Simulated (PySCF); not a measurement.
# BCl2GeH3: the cost of one run

Programs: PySCF 2.14.0, with density-fitted response routines of our own. Each step states its level of theory. These are calculated values for one molecule in the gas phase, unless marked as measured. Atoms count from 0, in the outputs and in this text.

### 1 Starting geometry

7 atoms, charge 0, multiplicity 1; geometry from: GFN2-xTB. The atoms were then displaced at random by about 0.01 Å, so the start is not that level's minimum.

Bonds of the start (Å): Cl0–B1 1.70, B1–Cl2 1.70, B1–Ge3 1.98, Ge3–H4 1.50, Ge3–H5 1.50, Ge3–H6 1.50.

### 2 Optimising the geometry at PBE0-D3(BJ)/def2-SVP

Job settings and geometry (Å):

```
{"job": {"xc": "PBE0", "basis": "def2-SVP", "d3": "d3bj", "grid": 1, "shake": 0.01, "kind": "geom"}, "charge": 0, "multiplicity": 1}
Cl     1.876590     1.661080    -0.218180
B      1.139200     0.131830    -0.162540
Cl     2.130430    -1.238750    -0.312560
Ge    -0.813090    -0.082730     0.094520
H     -1.209610    -0.636820     1.427610
H     -1.475880    -1.041400    -0.855850
H     -1.613680     1.177690    -0.022910
```

Started as:

```
OMP_NUM_THREADS=1 python probes_run.py task.json out
```

One launch serves the whole session: the jobs run in the order shown.

Q: Estimate the wall time and peak memory of this first job on 1 thread of Arm Neoverse V2, shared host.

About 20 s, with a peak of 0.41 GiB.
